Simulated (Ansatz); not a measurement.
# C3H5B: up Jacob's ladder to CCSD(T)

One table from this session's results is given with a row withheld; the runs are named, their logs left out.

The runs use Ansatz 0.2.0, Gaussian basis; functionals in def2-TZVPP, the program's frozen cores in correlated methods.

Levels to be run: LDA (SPW92), PBE-D4, revPBE-D4, BLYP-D4, r2SCAN-D4, B97M-V, PBE0-D4, B3LYP-D4, r2SCANh-D4, r2SCAN0-D4, HSE06-D4, BHLYP-D4, CAM-B3LYP-D4, LC-ωPBE, ωB97X-V, ωB97M-V, B2PLYP, PBE-QIDH; CCSD(T)/def2-SVP; CCSD(T)/def2-TZVPP; MP2/def2-QZVPP; extrapolation to the limit; RPA on PBE.

### The relaxed structure

The geometry comes from an earlier relaxation with PBE0-D4 in a triple-zeta def2 set; it is a stationary point, not always the lowest conformer.

SMILES `CB1C=C1`, 9 atoms, charge 0, spin multiplicity 1.

Atoms are counted from 1 here; the program's logs count them from 0.

Bond lengths: C1–B2 1.551 Å, C1–H5 1.096 Å, C1–H6 1.092 Å, C1–H7 1.092 Å, B2–C3 1.473 Å, B2–C4 1.474 Å, C3–C4 1.346 Å, C3–H8 1.082 Å, C4–H9 1.082 Å. Angles: B2–C1–H5 108.5°, B2–C1–H6 112.6°, B2–C1–H7 112.8°, H5–C1–H6 106.7°, H5–C1–H7 106.9°, H6–C1–H7 109.0°, C1–B2–C3 152.9°, C1–B2–C4 152.7°, C3–B2–C4 54.3°, B2–C3–C4 62.8°, B2–C3–H8 159.1°, C4–C3–H8 138.1°, B2–C4–C3 62.8°, B2–C4–H9 159.1°, C3–C4–H9 138.1°.

The first run:

in.yaml

```yaml
crystal:
  periodic: [false, false, false]
  atoms:
    - {symbol: C, position_ang: [0.385914, 1.191634, -0.773533]}
    - {symbol: B, position_ang: [0.006984, -0.062633, 0.056909]}
    - {symbol: C, position_ang: [0.180215, -1.468050, 0.463893]}
    - {symbol: C, position_ang: [-0.841485, -0.789427, 1.017701]}
    - {symbol: H, position_ang: [-0.183578, 1.173975, -1.709848]}
    - {symbol: H, position_ang: [0.127472, 2.123856, -0.266936]}
    - {symbol: H, position_ang: [1.442851, 1.216126, -1.045989]}
    - {symbol: H, position_ang: [0.607392, -2.461377, 0.511940]}
    - {symbol: H, position_ang: [-1.637264, -0.970403, 1.728662]}
basis:
  gaussian: {orbitals: def2-TZVPP}
hamiltonian: {xc: lda}
output: {orbitals: {seedname: orbitals}}
```

Launch:

```console
ansatz run in.yaml --threads 2 --pin off --events-out ev --progress --plain --max-ram 4352MiB
```

Steps of the session up to this table: LDA; PBE-D4 (GGA); revPBE-D4 (GGA); BLYP-D4 (GGA); r2SCAN-D4 (meta-GGA); B97M-V (meta-GGA); PBE0-D4 (hybrid); B3LYP-D4 (hybrid); r2SCANh-D4 (hybrid); r2SCAN0-D4 (hybrid); HSE06-D4 (hybrid); BHLYP-D4 (hybrid); CAM-B3LYP-D4 (range-separated); LC-ωPBE (range-separated); ωB97X-V (range-separated); ωB97M-V (range-separated); B2PLYP (double hybrid); PBE-QIDH (double hybrid).

One of the session's tables, all rows but one given; the rest of the session is left out.

It belongs to the step «Frontier levels by functional». 

```
  functional  HOMO (eV)  gap (eV)
 LDA (SPW92)      -6.32      4.87
      PBE-D4      -6.24      5.04
   revPBE-D4      -6.20      5.09
     BLYP-D4      -6.15      5.10
   r2SCAN-D4      -6.47      5.60
      B97M-V      -6.56      5.80
     PBE0-D4      -7.55      7.48
    B3LYP-D4          ?         ?
  r2SCANh-D4      -6.96      6.49
  r2SCAN0-D4      -7.70      7.82
    HSE06-D4      -7.15      6.69
    BHLYP-D4      -8.81      9.92
CAM-B3LYP-D4      -8.96     10.07
     LC-ωPBE     -10.31     12.65
     ωB97X-V      -9.95     12.20
     ωB97M-V      -9.81     11.92
```

**Question.** Estimate the row for B3LYP-D4.

Worked estimate for «HOMO (eV)». Against the share of exact exchange, BLYP-D4 (0, -6.15), BHLYP-D4 (0.5, -8.81) give a slope of -5.32 per unit share; at 0.2 the line stands at -7.21.

**Answer.** HOMO (eV): -7.36; gap (eV): 7.04. In «HOMO (eV)» the line misses by +0.15.
